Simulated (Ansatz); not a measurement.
# Ge₂H₃+ (triplet): wave-function methods side by side, cc-pVDZ

Aim: climb from Hartree-Fock through coupled cluster and multireference methods for Ge₂H₃+ (triplet) at one geometry and basis, and see what each rung misses.

Computed with Ansatz 0.2.0, Gaussian basis. Level: cc-pVDZ, core rule «outside noble gas», up to 28 orbitals frozen.

Plan: UHF; CCSD(T) on ROHF; CCSD(T) on UHF; BCCD(T) on ROHF; CISD; CCSDT(Q) on ROHF; CCSDT(Q) on UHF; CASSCF and NEVPT2, 10 electrons in 11 orbitals.

19 further runs of the same task are left out: 6 that didn't finish, 13 set aside as unsound or not needed.

## (1) The geometry

The geometry is a PBE0/def2-TZVP stationary point (not a proven minimum) of the parent state, kept for this charge and spin. No spin-orbit coupling is included. The filled d shell of Ge may be among the frozen orbitals whatever the setting's name suggests; the logs give the count.

5 atoms, charge 1, spin multiplicity 3.

Atoms are counted from 1 here; the program's logs count them from 0.

Bond lengths: Ge1–Ge2 2.489 Å, Ge1–H3 1.550 Å, Ge1–H4 1.544 Å, Ge1–H5 1.544 Å. Angles: Ge2–Ge1–H3 104.2°, Ge2–Ge1–H4 115.6°, Ge2–Ge1–H5 115.6°, H3–Ge1–H4 106.7°, H3–Ge1–H5 106.7°, H4–Ge1–H5 107.3°.

In the tables R marks a restricted open-shell determinant and U an unrestricted one; 'valence' is the active space of 10 electrons in 11 orbitals; energies count from the table's Hartree-Fock row.

## (2) UHF

in.yaml

```yaml
crystal:
  periodic: [false, false, false]
  atoms:
    - {symbol: Ge, position_ang: [-0.001989, 0.000001, 1.207499]}
    - {symbol: Ge, position_ang: [-0.001381, -0.000001, -1.281547]}
    - {symbol: H, position_ang: [1.500233, -0.000013, 1.588157]}
    - {symbol: H, position_ang: [-0.628647, 1.243483, 1.874144]}
    - {symbol: H, position_ang: [-0.628670, -1.243469, 1.874145]}
basis:
  gaussian: {orbitals: cc-pVDZ}
total_charge: 1
magnetization: {spin_polarized: true, initial_magnetization: 2}
hamiltonian: {xc: hf}
output: {orbitals: {seedname: orbitals}}
```

The run is started by

```bash
ansatz run in.yaml --threads 1 --pin off --events-out ev --progress --plain --max-ram 2393MiB
```

The program printed:

```text
Functional definition: HF
  name "HF"
  cite "Fock, Z. Phys. 61, 126 (1930) doi:10.1007/BF01340294"
  parent pbe
  exchange = exact_x
  correlation = 0
784 factors; integrals over basis functions are off by at most 9.9e-4 eV
mean field evaluation 1: about -112982.3872 eV, gradient 1.0e1 eV
mean field evaluation 2: about -112982.3911 eV, gradient 1.0e1 eV
mean field evaluation 4: about -112983.9044 eV, gradient 1.3e0 eV
mean field evaluation 8: about -112983.9503 eV, gradient 2.2e-3 eV
mean field evaluation 16: about -112983.8467 eV, gradient 2.7e0 eV
mean field evaluation 32: about -112983.9018 eV, gradient 1.8e-2 eV
mean field evaluation 64: about -112983.9130 eV, gradient 2.6e-1 eV
mean field -112983.95032356 eV, -4152.0835911189 hartree, gradient 3.8e-6 eV, S^2 2.015246; 4 other end points of the search recorded, 0 dependent functions left out
reference -112983.95032356 eV, -4152.0835911189 hartree; 34, 32 occupied and 35, 37 virtual orbitals, 784 factors
Total energy: -112983.95032356 eV, -4152.0835911189 hartree
```

Wall time 6.5 s (1 thread of Arm Neoverse V1, shared host).

From the report: ⟨S²⟩ of the determinant 2.015 (pure triplet: 2.00).

## (3) CCSD(T) on ROHF

in.yaml, as its differences from that of step 2:

```diff
@@ -11,4 +11,3 @@
 total_charge: 1
-magnetization: {spin_polarized: true, initial_magnetization: 2}
-hamiltonian: {xc: hf}
-output: {orbitals: {seedname: orbitals}}
+magnetization: {spin_polarized: false, initial_magnetization: 2}
+correlation: {method: ccsd_t, electrons: outside_noble_gas}
```

Launched as before.

The program printed, cut to the lines that bear on the results:

```text
Functional definition: HF
  name "HF"
  cite "Fock, Z. Phys. 61, 126 (1930) doi:10.1007/BF01340294"
  parent pbe
[...]
784 factors; integrals over basis functions are off by at most 9.9e-4 eV
[...]
mean field -112983.82204785 eV, -4152.0788770732 hartree, gradient 3.5e-6 eV, S^2 2.000000; 9 other end points of the search recorded, 0 dependent functions left out
[...]
determinant -112983.82204785 eV, -4152.0788770732 hartree, with singles and doubles -112988.60323440 eV, -4152.2545824381 hartree
determinant -112983.77123907 eV, -4152.0770098852 hartree, with singles and doubles -112988.55090211 eV, -4152.2526592619 hartree
determinant -112981.11831748 eV, -4151.9795168149 hartree, with singles and doubles -112986.11137959 eV, -4152.1630084629 hartree
determinant -112980.40021188 eV, -4151.9531269207 hartree, with singles and doubles -112985.45372917 eV, -4152.1388402556 hartree
determinant -112983.82204785 eV, -4152.0788770732 hartree, with singles and doubles -112988.60317622 eV, -4152.2545803002 hartree
determinant -112983.77123907 eV, -4152.0770098852 hartree, with singles and doubles -112988.55091095 eV, -4152.2526595868 hartree
28 core orbitals not correlated: weight in the atoms' cores, before any rotation towards them, 1.000 or more for the frozen orbitals, at most 0.000 for the correlated occupied ones
reference -112983.82204785 eV, -4152.0788770732 hartree; 6, 4 occupied and 35, 37 virtual orbitals, 784 factors
second order -3.67356157 eV of doubles, -0.06886627 eV of singles
cycle   1  -4.78112637 eV  change    2.0e-6 eV  update   2.7e-6
perturbative correction -0.11706094 eV, -0.0043019100 hartree
Total energy: -112988.72023515 eV, -4152.2588821365 hartree
```

Run time: 21 s. Hardware: 1 thread of Arm Neoverse V1, shared host.

From the report: correlation -4.8982 eV; T1 0.023; largest double amplitude 0.06.

## (4) CCSD(T) on UHF

in.yaml, as its differences from that of step 3:

```diff
@@ -11,3 +11,3 @@
 total_charge: 1
-magnetization: {spin_polarized: false, initial_magnetization: 2}
+magnetization: {spin_polarized: true, initial_magnetization: 2}
 correlation: {method: ccsd_t, electrons: outside_noble_gas}
```

Launched as before.

The program printed, cut to the lines that bear on the results:

```text
Functional definition: HF
  name "HF"
  cite "Fock, Z. Phys. 61, 126 (1930) doi:10.1007/BF01340294"
  parent pbe
[...]
784 factors; integrals over basis functions are off by at most 9.9e-4 eV
[...]
mean field -112983.95032356 eV, -4152.0835911189 hartree, gradient 2.0e-6 eV, S^2 2.015246; 12 other end points of the search recorded, 0 dependent functions left out
determinant -112983.95032356 eV, -4152.0835911189 hartree, with singles and doubles -112988.61637876 eV, -4152.2550654846 hartree
determinant -112983.90149184 eV, -4152.0817965861 hartree, with singles and doubles -112988.56421938 eV, -4152.2531486625 hartree
determinant -112981.49655400 eV, -4151.9934167506 hartree, with singles and doubles -112986.10707574 eV, -4152.1628502995 hartree
determinant -112980.73091579 eV, -4151.9652800654 hartree, with singles and doubles -112985.49615811 eV, -4152.1403994906 hartree
[...]
determinant -112980.62947208 eV, -4151.9615520778 hartree, with singles and doubles -112985.33377311 eV, -4152.1344319521 hartree
determinant -112980.50536710 eV, -4151.9569913038 hartree, with singles and doubles -112985.28105536 eV, -4152.1324946102 hartree
determinant -112983.95032356 eV, -4152.0835911189 hartree, with singles and doubles -112988.61646860 eV, -4152.2550687860 hartree
determinant -112983.90149184 eV, -4152.0817965861 hartree, with singles and doubles -112988.56433667 eV, -4152.2531529730 hartree
28 core orbitals not correlated: weight in the atoms' cores, before any rotation towards them, 1.000 or more for the frozen orbitals, at most 0.000 for the correlated occupied ones
reference -112983.95032356 eV, -4152.0835911189 hartree; 6, 4 occupied and 35, 37 virtual orbitals, 784 factors
second order -3.61439132 eV of doubles, -0.00000000 eV of singles
cycle   1  -4.66614304 eV  change    2.0e-6 eV  update   3.3e-6
perturbative correction -0.11348142 eV, -0.0041703653 hartree
Total energy: -112988.72994803 eV, -4152.2592390782 hartree
```

It took 24 s on 1 thread of Arm Neoverse V1, shared host.

From the report: ⟨S²⟩ of the determinant 2.015 (pure triplet: 2.00); correlation -4.7796 eV; T1 0.018; largest double amplitude 0.06.

## (5) BCCD(T) on ROHF

in.yaml, as its differences from that of step 4:

```diff
@@ -11,3 +11,3 @@
 total_charge: 1
-magnetization: {spin_polarized: true, initial_magnetization: 2}
-correlation: {method: ccsd_t, electrons: outside_noble_gas}
+magnetization: {spin_polarized: false, initial_magnetization: 2}
+correlation: {method: bccd_t, electrons: outside_noble_gas}
```

Same command.

The program printed, cut to the lines that bear on the results:

```text
Functional definition: HF
  name "HF"
  cite "Fock, Z. Phys. 61, 126 (1930) doi:10.1007/BF01340294"
  parent pbe
[...]
784 factors; integrals over basis functions are off by at most 9.9e-4 eV
[...]
mean field -112983.82204785 eV, -4152.0788770732 hartree, gradient 3.5e-6 eV, S^2 2.000000; 9 other end points of the search recorded, 0 dependent functions left out
[...]
determinant -112983.82204785 eV, -4152.0788770732 hartree, with singles and doubles -112988.60323440 eV, -4152.2545824381 hartree
determinant -112983.77123907 eV, -4152.0770098852 hartree, with singles and doubles -112988.55090211 eV, -4152.2526592619 hartree
determinant -112981.11831748 eV, -4151.9795168149 hartree, with singles and doubles -112986.11137959 eV, -4152.1630084629 hartree
determinant -112980.40021188 eV, -4151.9531269207 hartree, with singles and doubles -112985.45372917 eV, -4152.1388402556 hartree
determinant -112983.82204785 eV, -4152.0788770732 hartree, with singles and doubles -112988.60317622 eV, -4152.2545803002 hartree
determinant -112983.77123907 eV, -4152.0770098852 hartree, with singles and doubles -112988.55091095 eV, -4152.2526595868 hartree
28 core orbitals not correlated: weight in the atoms' cores, before any rotation towards them, 1.000 or more for the frozen orbitals, at most 0.000 for the correlated occupied ones
reference -112983.82204785 eV, -4152.0788770732 hartree; 6, 4 occupied and 35, 37 virtual orbitals, 784 factors
second order -3.67356157 eV of doubles, -0.06886627 eV of singles
cycle   1  -4.78211339 eV  change   -9.9e-4 eV  update   4.5e-3
[...]
cycle   8  -4.77993683 eV  change   -3.9e-6 eV  update   5.1e-6
perturbative correction -0.11868245 eV, -0.0043614996 hartree
Total energy: -112988.72066713 eV, -4152.2588980115 hartree
```

Wall time 22 s (1 thread of Arm Neoverse V1, shared host).

From the report: correlation -4.8986 eV; largest double amplitude 0.07.

## (6) CISD

in.yaml, as its differences from that of step 5:

```diff
@@ -12,2 +12,2 @@
 magnetization: {spin_polarized: false, initial_magnetization: 2}
-correlation: {method: bccd_t, electrons: outside_noble_gas}
+correlation: {active_space: {ras: {orbitals: [4, 2, 35], electrons: 10, max_holes: 2, max_particles: 2}, fixed_orbitals: true}}
```

Launched as before.

The program printed:

```text
Functional definition: HF
  name "HF"
  cite "Fock, Z. Phys. 61, 126 (1930) doi:10.1007/BF01340294"
  parent pbe
  exchange = exact_x
  correlation = 0
784 factors; integrals over basis functions are off by at most 9.9e-4 eV
mean field evaluation 1: about -112982.3662 eV, gradient 1.1e1 eV
mean field evaluation 2: about -112982.3699 eV, gradient 1.1e1 eV
mean field evaluation 4: about -112983.7824 eV, gradient 1.4e0 eV
mean field evaluation 8: about -112983.8220 eV, gradient 1.4e-2 eV
mean field evaluation 16: about -112983.7712 eV, gradient 5.2e-2 eV
mean field evaluation 32: about -112983.8186 eV, gradient 5.3e-1 eV
mean field -112983.82204785 eV, -4152.0788770732 hartree, gradient 3.5e-6 eV, S^2 2.000000; 6 other end points of the search recorded, 0 dependent functions left out
reference -112983.82204785 eV, -4152.0788770732 hartree; 34, 32 occupied and 35, 37 virtual orbitals, 784 factors
state -112988.26576781 eV, -4152.2421807697 hartree
Total energy: -112988.26576781 eV, -4152.2421807697 hartree
```

Wall time 8 s (1 thread of Arm Neoverse V1, shared host).

From the report: 87,982 determinants.

## (7) CCSDT(Q) on ROHF

in.yaml, as its differences from that of step 6:

```diff
@@ -12,2 +12,2 @@
 magnetization: {spin_polarized: false, initial_magnetization: 2}
-correlation: {active_space: {ras: {orbitals: [4, 2, 35], electrons: 10, max_holes: 2, max_particles: 2}, fixed_orbitals: true}}
+correlation: {method: ccsdt_q, electrons: outside_noble_gas}
```

Launched as before.

The program printed, cut to the lines that bear on the results:

```text
Functional definition: HF
  name "HF"
  cite "Fock, Z. Phys. 61, 126 (1930) doi:10.1007/BF01340294"
  parent pbe
[...]
1375 factors; integrals over basis functions are off by at most 2.3e-7 eV
[...]
mean field -112983.82217925 eV, -4152.0788819022 hartree, gradient 5.8e-6 eV, S^2 2.000000; 8 other end points of the search recorded, 0 dependent functions left out
[...]
determinant -112983.82217925 eV, -4152.0788819022 hartree, with singles and doubles -112988.60336706 eV, -4152.2545873132 hartree
determinant -112983.77137074 eV, -4152.0770147237 hartree, with singles and doubles -112988.55103536 eV, -4152.2526641589 hartree
determinant -112980.40034999 eV, -4151.9531319964 hartree, with singles and doubles -112985.45386645 eV, -4152.1388453006 hartree
determinant -112983.82217925 eV, -4152.0788819022 hartree, with singles and doubles -112988.60330909 eV, -4152.2545851832 hartree
determinant -112983.77137074 eV, -4152.0770147237 hartree, with singles and doubles -112988.55104400 eV, -4152.2526644765 hartree
[...]
28 core orbitals not correlated: weight in the atoms' cores, before any rotation towards them, 1.000 or more for the frozen orbitals, at most 0.000 for the correlated occupied ones
reference -112983.82217925 eV, -4152.0788819022 hartree; 6, 4 occupied and 35, 37 virtual orbitals, 1375 factors
second order -3.67359628 eV of doubles, -0.06886666 eV of singles
cycle   1  -4.47185207 eV  change   -7.3e-1 eV  update   7.8e-2
[...]
cycle  19  -4.92779414 eV  change   -8.8e-7 eV  update   5.1e-7
perturbative correction -0.00449952 eV, -0.0001653543 hartree
Total energy: -112988.75447291 eV, -4152.2601403508 hartree
```

Run time: 53 s. Hardware: 1 thread of Arm Neoverse V1, shared host; peak memory 0.48 GiB.

From the report: correlation -4.9323 eV; T1 0.024; largest double amplitude 0.07.

## (8) CCSDT(Q) on UHF

in.yaml, as its differences from that of step 7:

```diff
@@ -11,3 +11,3 @@
 total_charge: 1
-magnetization: {spin_polarized: false, initial_magnetization: 2}
+magnetization: {spin_polarized: true, initial_magnetization: 2}
 correlation: {method: ccsdt_q, electrons: outside_noble_gas}
```

Launched as before.

The program printed, cut to the lines that bear on the results:

```text
Functional definition: HF
  name "HF"
  cite "Fock, Z. Phys. 61, 126 (1930) doi:10.1007/BF01340294"
  parent pbe
[...]
1375 factors; integrals over basis functions are off by at most 2.3e-7 eV
[...]
mean field -112983.95045584 eV, -4152.0835959799 hartree, gradient 4.2e-6 eV, S^2 2.015246; 12 other end points of the search recorded, 0 dependent functions left out
determinant -112983.95045584 eV, -4152.0835959799 hartree, with singles and doubles -112988.61651156 eV, -4152.2550703649 hartree
determinant -112983.90162440 eV, -4152.0818014576 hartree, with singles and doubles -112988.56435289 eV, -4152.2531535690 hartree
determinant -112981.49668309 eV, -4151.9934214945 hartree, with singles and doubles -112986.10717360 eV, -4152.1628538957 hartree
determinant -112980.73105668 eV, -4151.9652852431 hartree, with singles and doubles -112985.49629928 eV, -4152.1404046785 hartree
[...]
determinant -112980.50550710 eV, -4151.9569964488 hartree, with singles and doubles -112985.28119687 eV, -4152.1324998106 hartree
determinant -112983.95045584 eV, -4152.0835959799 hartree, with singles and doubles -112988.61660168 eV, -4152.2550736767 hartree
determinant -112983.90162440 eV, -4152.0818014576 hartree, with singles and doubles -112988.56447003 eV, -4152.2531578738 hartree
28 core orbitals not correlated: weight in the atoms' cores, before any rotation towards them, 1.000 or more for the frozen orbitals, at most 0.000 for the correlated occupied ones
reference -112983.95045584 eV, -4152.0835959799 hartree; 6, 4 occupied and 35, 37 virtual orbitals, 1375 factors
second order -3.61442515 eV of doubles, -0.00000000 eV of singles
cycle   1  -4.34641652 eV  change   -7.3e-1 eV  update   7.9e-2
[...]
cycle  18  -4.80954850 eV  change    2.0e-7 eV  update   9.1e-7
perturbative correction -0.00454180 eV, -0.0001669081 hartree
Total energy: -112988.76454614 eV, -4152.2605105353 hartree
```

It took 55 s on 1 thread of Arm Neoverse V1, shared host; peak memory 0.4 GiB.

From the report: ⟨S²⟩ of the determinant 2.015 (pure triplet: 2.00); correlation -4.8141 eV; T1 0.019; largest double amplitude 0.07.

## (9) CASSCF and NEVPT2, 10 electrons in 11 orbitals

in.yaml, as its differences from that of step 8:

```diff
@@ -11,3 +11,3 @@
 total_charge: 1
-magnetization: {spin_polarized: true, initial_magnetization: 2}
-correlation: {method: ccsdt_q, electrons: outside_noble_gas}
+magnetization: {spin_polarized: false, initial_magnetization: 2}
+correlation: {method: sc_nevpt2, electrons: outside_noble_gas, active_space: {window: {electrons: 10, orbitals: 11}, shells: [{species: Ge, l: s, shell: 4}, {species: Ge, l: p, shell: 4}, {species: H, l: s, shell: 1}]}}
```

Launched as before.

The program printed:

```text
Functional definition: HF
  name "HF"
  cite "Fock, Z. Phys. 61, 126 (1930) doi:10.1007/BF01340294"
  parent pbe
  exchange = exact_x
  correlation = 0
1375 factors; integrals over basis functions are off by at most 2.3e-7 eV
mean field evaluation 1: about -112982.3669 eV, gradient 1.1e1 eV
mean field evaluation 2: about -112982.3704 eV, gradient 1.1e1 eV
mean field evaluation 4: about -112983.7826 eV, gradient 1.4e0 eV
mean field evaluation 8: about -112983.8222 eV, gradient 1.4e-2 eV
mean field evaluation 16: about -112983.7714 eV, gradient 2.9e-6 eV
mean field evaluation 32: about -112983.8209 eV, gradient 3.4e-2 eV
mean field -112983.82217925 eV, -4152.0788819022 hartree, gradient 5.8e-6 eV, S^2 2.000000; 6 other end points of the search recorded, 0 dependent functions left out
reference -112983.82217925 eV, -4152.0788819022 hartree; 34, 32 occupied and 35, 37 virtual orbitals, 1375 factors
state -112985.85488304 eV, -4152.1535823887 hartree
state -112985.85488304 eV, -4152.1535823887 hartree; corrected -112987.94272727 eV, -4152.2303092488 hartree
Total energy: -112987.94272727 eV, -4152.2303092488 hartree
Checks for a lower state left out: starts, orbital_swaps
```

It took 28 s on 1 thread of Arm Neoverse V1, shared host; peak memory 0.34 GiB.

From the report: 106,624 determinants; active occupations 1.98, 1.97, 1.96, 1.96, 1.00, 1.00, 0.04, 0.03, 0.03, 0.02, 0.02.

## (10) How many determinants matter

Natural occupations of the CASSCF valence state about the gap (report; correlated orbitals 2 to 11): 1.966, 1.965, 1.956, 1.001, 1.000, 0.035, 0.034, 0.025, 0.021, 0.016. The count of effectively unpaired electrons, Σ n²(2 − n)², is 2.03; a single determinant of this spin has 2.

## (11) Misses and costs

The yardstick is UCCSDT(Q), where the cluster series has nearly closed. Rows without a time come out of other runs: HF, MP2 and CCSD of CCSD(T), CCSDT of CCSDT(Q), CASSCF and MRCISD of the multireference runs.

```csv
method,energy from the lowest RHF (meV),from UCCSDT(Q) (meV),time
RHF,0.0,+4942.5,
UHF,-128.3,+4814.2,
RMP2,-3742.4,+1200.1,
UMP2,-3742.7,+1199.8,
CISD,-4443.7,+498.8,8 s
RCCSD,-4781.1,+161.4,
UCCSD,-4794.4,+148.1,
RCCSD(T),-4898.2,+44.3,21 s
UCCSD(T),-4907.9,+34.6,24 s
BCCD(T),-4898.6,+43.9,22 s
RCCSDT,-4927.9,+14.6,
UCCSDT,-4938.0,+4.5,
RCCSDT(Q),-4932.4,+10.1,53 s
UCCSDT(Q),-4942.5,0,55 s
CASSCF valence,-2032.8,+2909.7,
NEVPT2 valence,-4120.7,+821.8,28 s
```

Among the levels timed on like hardware and quicker than the yardstick, those that no quicker one beats, quickest first: CISD (8 s, +498.8 meV); RCCSD(T) (21 s, +44.3 meV); BCCD(T) (22 s, +43.9 meV); UCCSD(T) (24 s, +34.6 meV); RCCSDT(Q) (53 s, +10.1 meV).

## (12) Summary of results

```
                         quantity                                value
   UCCSDT(Q) below the RHF energy                           -4.9425 eV
              RMP2 from UCCSDT(Q)                          +1200.1 meV
              UMP2 from UCCSDT(Q)                          +1199.8 meV
             RCCSD from UCCSDT(Q)                           +161.4 meV
          RCCSD(T) from UCCSDT(Q)                            +44.3 meV
          UCCSD(T) from UCCSDT(Q)                            +34.6 meV
         RCCSDT(Q) from UCCSDT(Q)                            +10.1 meV
    NEVPT2 valence from UCCSDT(Q)                           +821.8 meV
levels within 1 kcal/mol (43 meV)  UCCSD(T), RCCSDT, UCCSDT, RCCSDT(Q)
                    T1 diagnostic                                0.023
   effectively unpaired electrons                                 2.03
```

What this shows: RCCSD(T) misses by +44.3 meV, 0.9 % of the correlation energy. One determinant dominates. These misses are within one basis, not against nature; the frozen cores of restricted and unrestricted runs differ, which can shift their rows.

For cost: RCCSDT(Q) gets within 10.1 meV in 53 s, where UCCSDT(Q) took 55 s; the quickest level in the cost chart, CISD, takes 8 s and misses by 498.8 meV.
